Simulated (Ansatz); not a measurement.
Predict the output of the script below (the Python package of Ansatz (0.2.0)).

Script `bend.py`:
```python
# -*- coding: utf-8 -*-
import ansatz as az
from ase import Atoms

atoms = Atoms(['C', 'Sb', 'Se', 'H', 'H', 'H', 'H', 'H'], positions=[
    (-0.3434, 1.1788, -0.3715),
    (0.9238, -0.4741, -0.6392),
    (0.4895, -1.2461, 1.7799),
    (0.1729, 1.9902, 0.2602),
    (-1.3365, 0.8832, 0.0718),
    (-0.6123, 1.6876, -1.3752),
    (-0.3602, -1.4688, -1.2438),
    (1.1585, -2.608, 1.462),
])

first = (
    az.Crystal.molecule_from_ase(atoms).calculation()
    .basis(gaussian='def2-SVP')
    .functional('r2scan')
    .relax(force_tolerance=0.02, max_steps=80)
)
atoms.positions = first.run(threads=1, pin='off').report['positions_ang']

rows = []
for angle in [90, 100, 110, 120, 135, 150, 165, 179]:
    bent = atoms.copy()
    bent.set_angle(1, 2, 7, angle, indices=[7])
    job = az.Crystal.molecule_from_ase(bent).calculation().basis(gaussian='def2-SVP').functional('r2scan')
    rows.append((angle, job.run(threads=1, pin='off').report['free_energy_ev']))
floor = min(e for _, e in rows)
for angle, e in rows:
    print(f'angle Sb1-Se2-H7 = {angle:3d} deg   {1000 * (e - floor):9.1f} meV')
```

```console
$ python bend.py
angle Sb1-Se2-H7 =  90 deg         0.0 meV
angle Sb1-Se2-H7 = 100 deg        27.5 meV
angle Sb1-Se2-H7 = 110 deg       153.3 meV
angle Sb1-Se2-H7 = 120 deg       365.8 meV
angle Sb1-Se2-H7 = 135 deg       817.1 meV
angle Sb1-Se2-H7 = 150 deg      1370.1 meV
angle Sb1-Se2-H7 = 165 deg      1910.4 meV
angle Sb1-Se2-H7 = 179 deg      2183.7 meV
```

The scan is rigid, and the energies are electronic, in a modest basis. The zero is the lowest point of the grid, which needn't be the minimum. def2 sets replace the cores of elements past krypton by effective core potentials. Timing: 2.4 min on 1 thread of Arm Neoverse V1 (shared host), peak memory 0.23 GiB.

(A comment or docstring line of the script was reworded after the run, the code is as it ran; lines on the test bed's own set-up are left out of the output.)
